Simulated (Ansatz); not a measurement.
# Ge2Sb2Te5: the cost of one run

Program: Ansatz 0.2.0. Level of theory: DFT PBE, scalar-relativistic, plane waves, PAW, and further levels as typed in the inputs. These are calculated values, not measurements.

## 1. The system as given

Symmetry: P1, No. 1, triclinic system. The conventional cell has a = 11.950 Å, b = 11.950 Å, c = 11.950 Å, α = 90.00°, β = 90.00°, γ = 90.00°. Te (site symmetry 1) is surrounded by 2 Te at 2.91 to 3.04 Å and 2 Sb at 2.96 to 2.97 Å. Te (site symmetry 1) has 2 Ge at 2.87 to 2.94 Å and 2 Sb at 2.88 to 2.97 Å and 1 Te at 3.04 Å as nearest neighbours. Te (site symmetry 1) is surrounded by 3 Te at 2.87 to 2.98 Å and 2 Sb at 3.03 to 3.09 Å. Te (site symmetry 1) is surrounded by 3 Te at 2.81 to 3.02 Å and 2 Ge at 2.99 to 3.17 Å. Around Te (site symmetry 1) lie 6 Te at 2.91 to 3.12 Å. Te (site symmetry 1) is surrounded by 3 Te at 2.83 to 3.08 Å. Around Te (site symmetry 1) lie 2 Sb at 2.89 to 2.91 Å and 1 Ge at 2.99 Å and 1 Te at 3.06 Å. Around Te (site symmetry 1) lie 2 Ge at 2.86 to 3.05 Å and 2 Sb at 2.90 to 3.13 Å and 2 Te at 2.98 Å. Only part of the 54 independent sites is listed.

As a file:

```
CELL_PARAMETERS angstrom
11.95000 0.00000 0.00000
0.00000 11.95000 0.00000
0.00000 0.00000 11.95000
ATOMIC_POSITIONS crystal
Te 0.00910 0.99800 0.75477
Te 0.25310 0.24500 0.24558
Te 0.49996 0.25031 0.75592
Te 0.75323 0.99909 0.25806
Te 0.99702 0.75452 0.75115
Te 0.74913 0.25318 0.75881
Te 0.00629 0.50670 0.25753
Te 0.25233 0.00546 0.49960
Te 0.24607 0.75599 0.50662
Te 0.00124 0.25015 0.50232
Te 0.24813 0.25462 0.49978
Te 0.49733 0.00368 0.75764
Te 0.00569 0.74683 0.49017
Te 0.75630 0.50994 0.74212
Te 0.00149 0.49098 0.00183
Te 0.00365 0.50832 0.75509
Te 0.49273 0.74532 0.00649
Te 0.00887 0.24121 0.00796
Te 0.25519 0.74114 0.74720
Te 0.49499 0.74047 0.24230
Te 0.24135 0.49082 0.00837
Te 0.99746 0.99256 0.00872
Te 0.50470 0.00046 0.24004
Te 0.75179 0.75588 0.74496
Te 0.25942 0.49008 0.50877
Te 0.50256 0.25495 0.99572
Te 0.74978 0.74617 0.25103
Te 0.75210 0.24092 0.99528
Te 0.74804 0.00243 0.49307
Te 0.00918 0.74187 0.00375
Ge 0.75677 0.49048 0.25577
Ge 0.25896 0.25037 0.00562
Ge 0.24974 0.74656 0.25749
Ge 0.49682 0.74524 0.50941
Ge 0.00307 0.00399 0.25918
Ge 0.75341 0.99506 0.99263
Ge 0.24341 0.99907 0.24463
Ge 0.50833 0.50416 0.24063
Ge 0.24494 0.75428 0.99147
Ge 0.49161 0.99456 0.50583
Ge 0.75248 0.74720 0.00369
Ge 0.49557 0.00501 0.99302
Sb 0.24770 0.49320 0.25024
Sb 0.49176 0.49204 0.99040
Sb 0.25501 0.49210 0.74049
Sb 0.75339 0.49908 0.50071
Sb 0.49760 0.50369 0.75521
Sb 0.49420 0.25612 0.24851
Sb 0.99043 0.00183 0.50763
Sb 0.75858 0.50163 0.00841
Sb 0.00327 0.74960 0.24039
Sb 0.50921 0.24237 0.49733
Sb 0.25381 0.00865 0.99617
Sb 0.25749 0.99825 0.74210
```

## 2. Molecular dynamics: Ge2Sb2Te5, no spin

The input, input.yaml:

```yaml
crystal:
  lattice:
    - [11.95, 0.0, 0.0]
    - [0.0, 11.95, 0.0]
    - [0.0, 0.0, 11.95]
  atoms:
    - { symbol: Te, position: [0.0090986624, -0.0020027301, 0.7547718044] }
    - { symbol: Te, position: [0.2530982196, 0.2449980354, 0.2455820449] }
    - { symbol: Te, position: [0.4999613086, 0.2503078441, 0.7559243249] }
    - { symbol: Te, position: [0.753233712, -0.0009062243, 0.2580635331] }
    - { symbol: Te, position: [-0.0029845039, 0.7545177041, 0.7511516571] }
    - { symbol: Te, position: [0.7491310223, 0.253177706, 0.7588119303] }
    - { symbol: Te, position: [0.0062936732, 0.506700528, 0.2575339235] }
    - { symbol: Te, position: [0.2523269216, 0.0054596811, 0.499595323] }
    - { symbol: Te, position: [0.2460659349, 0.7559851776, 0.5066213568] }
    - { symbol: Te, position: [0.0012437741, 0.2501471339, 0.5023161643] }
    - { symbol: Te, position: [0.2481334106, 0.2546185975, 0.4997781291] }
    - { symbol: Te, position: [0.497331965, 0.0036846364, 0.7576413909] }
    - { symbol: Te, position: [0.005685597, 0.7468291784, 0.4901684365] }
    - { symbol: Te, position: [0.7563011897, 0.5099413719, 0.7421231385] }
    - { symbol: Te, position: [0.0014882992, 0.4909782026, 0.0018340063] }
    - { symbol: Te, position: [0.0036495533, 0.5083168192, 0.7550873957] }
    - { symbol: Te, position: [0.4927299979, 0.7453168241, 0.0064949502] }
    - { symbol: Te, position: [0.0088716192, 0.2412076964, 0.0079593575] }
    - { symbol: Te, position: [0.2551881814, 0.7411359282, 0.7472043696] }
    - { symbol: Te, position: [0.4949900339, 0.7404688537, 0.2423044616] }
    - { symbol: Te, position: [0.2413493317, 0.4908174915, 0.0083726007] }
    - { symbol: Te, position: [-0.0025380544, -0.0074442573, 0.0087193059] }
    - { symbol: Te, position: [0.5046957407, 0.0004618282, 0.240038725] }
    - { symbol: Te, position: [0.7517891648, 0.7558831584, 0.74495654] }
    - { symbol: Te, position: [0.2594163451, 0.4900839222, 0.5087692803] }
    - { symbol: Te, position: [0.5025551255, 0.254953568, -0.0042794673] }
    - { symbol: Te, position: [0.7497752205, 0.7461677123, 0.2510300666] }
    - { symbol: Te, position: [0.7521031186, 0.2409154492, -0.0047211564] }
    - { symbol: Te, position: [0.7480370797, 0.0024319025, 0.4930691112] }
    - { symbol: Te, position: [0.0091756809, 0.741869073, 0.0037479091] }
    - { symbol: Ge, position: [0.7567680286, 0.4904840765, 0.2557681867] }
    - { symbol: Ge, position: [0.2589618848, 0.2503657221, 0.0056211925] }
    - { symbol: Ge, position: [0.2497384346, 0.7465592163, 0.2574888654] }
    - { symbol: Ge, position: [0.4968210207, 0.745236748, 0.5094136723] }
    - { symbol: Ge, position: [0.0030662926, 0.0039894762, 0.2591799991] }
    - { symbol: Ge, position: [0.7534112258, -0.0049406616, -0.0073659616] }
    - { symbol: Ge, position: [0.2434142153, -0.0009322016, 0.2446331014] }
    - { symbol: Ge, position: [0.5083279593, 0.50416187, 0.2406280267] }
    - { symbol: Ge, position: [0.244935211, 0.7542773495, -0.0085290467] }
    - { symbol: Ge, position: [0.4916085843, -0.0054359356, 0.5058316716] }
    - { symbol: Ge, position: [0.7524781897, 0.7471965804, 0.0036912124] }
    - { symbol: Ge, position: [0.4955747426, 0.0050135559, -0.006977691] }
    - { symbol: Sb, position: [0.2476950554, 0.493204715, 0.2502416369] }
    - { symbol: Sb, position: [0.491756427, 0.4920382248, -0.0096039642] }
    - { symbol: Sb, position: [0.2550117039, 0.4921044861, 0.7404888021] }
    - { symbol: Sb, position: [0.7533897937, 0.4990771544, 0.5007106669] }
    - { symbol: Sb, position: [0.4976000542, 0.5036937323, 0.755210498] }
    - { symbol: Sb, position: [0.4942028103, 0.2561215954, 0.2485119791] }
    - { symbol: Sb, position: [-0.0095735475, 0.0018268576, 0.5076287409] }
    - { symbol: Sb, position: [0.7585776133, 0.5016268201, 0.0084123266] }
    - { symbol: Sb, position: [0.0032658423, 0.7495960551, 0.2403896577] }
    - { symbol: Sb, position: [0.509213399, 0.2423718196, 0.4973296565] }
    - { symbol: Sb, position: [0.253807894, 0.0086489468, -0.0038345097] }
    - { symbol: Sb, position: [0.2574869401, -0.0017549141, 0.7421003303] }
scf:
  occupations: { method: gaussian, width: 0.1 }
output:
  forces: true
hamiltonian:
  xc: pbe
basis:
  ecutwfc: 300
kpoints:
  mp_grid: { grid: [1, 1, 1] }
md:
  timestep: 3.0
  n_steps: 1500
  ensemble: nvt_langevin
  temperature: 2500.0
  initial_velocities: maxwell_boltzmann
  seed: 2
  temperature_schedule:
    - { n_steps: 250, end_temperature: 2500.0 }
    - { n_steps: 250, end_temperature: 1000.0 }
    - { n_steps: 250, end_temperature: 1000.0 }
    - { n_steps: 600, end_temperature: 300.0 }
    - { n_steps: 150, end_temperature: 300.0 }
```

Launch:

```sh
$ ansatz run input.yaml --threads 8 --pin off --max-ram 16384MiB --backend cpu --events-out ev --progress --plain --runs-dir out
```

Q: Estimate wall time and peak memory on 8 threads of Intel Xeon Platinum 8488C (Sapphire Rapids), shared host.

About 1.9 h, with a peak of 2.1 GiB.
